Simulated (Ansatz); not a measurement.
# PdPtS3: the cost of one run

Method: DFT PBE, scalar-relativistic, plane waves, PAW, in Ansatz 0.2.0.

## 1. Starting point

It takes space group P6mm (No. 183, hexagonal). Conventional cell: a = 4.155 Å, b = 4.155 Å, c = 6.633 Å, α = 90.00°, β = 90.00°, γ = 120.00°. Pd (site symmetry 6mm) is surrounded by 7 S at 1.87 to 2.49 Å and 1 Pt at 2.33 Å. Pt (site symmetry 6mm) has 1 Pd at 2.33 Å and 1 S at 2.43 Å as nearest neighbours. Around S (site symmetry 3m) lie 3 S at 2.40 Å and 3 Pd at 2.49 Å. Around S (site symmetry 6mm) lie 1 Pd at 1.87 Å and 1 Pt at 2.43 Å.

Structure file:

```
CELL_PARAMETERS angstrom
4.15474 0.00000 0.00000
-2.07737 3.59811 0.00000
0.00000 0.00000 6.63293
ATOMIC_POSITIONS crystal
Pd 0.00000 0.00000 0.85400
Pt 0.00000 0.00000 0.20563
S 0.33333 0.66667 0.95229
S 0.66667 0.33333 0.95229
S 0.00000 0.00000 0.57255
```

Recipe of the guess: random cell by space group and Wyckoff sites (P6mm, No. 183). Lengths come from tabulated atomic sizes and are only a guess.

## 2. A first look at the guess

input.yaml reads:

```yaml
crystal:
  lattice:
    - [4.1547354, 0.0, 0.0]
    - [-2.0773677, 3.5981064, 0.0]
    - [0.0, 0.0, 6.63293378]
  atoms:
    - { symbol: Pd, position: [0.0, 0.0, 0.85400084] }
    - { symbol: Pt, position: [0.0, 0.0, 0.20562901] }
    - { symbol: S, position: [0.33333333, 0.66666667, 0.9522886] }
    - { symbol: S, position: [0.66666667, 0.33333333, 0.9522886] }
    - { symbol: S, position: [0.0, 0.0, 0.57254675] }
basis:
  ecutwfc: 420
kpoints:
  mp_grid: { grid: [6, 6, 4] }
hamiltonian:
  xc: pbe
scf:
  occupations: { method: gaussian, width: 0.1 }
  lower_state_search: "off"
output:
  forces: true
  stress: true
  eigenvalues: true
```

Command:

```bash
ansatz run input.yaml --threads 1 --pin off --max-ram 2560MiB --backend cpu --events-out ev --progress --plain --runs-dir out
```

Q: Estimate wall time and peak memory on 1 thread of Arm Neoverse V2, shared host.

About 5.7 s, with a peak of 0.34 GiB.
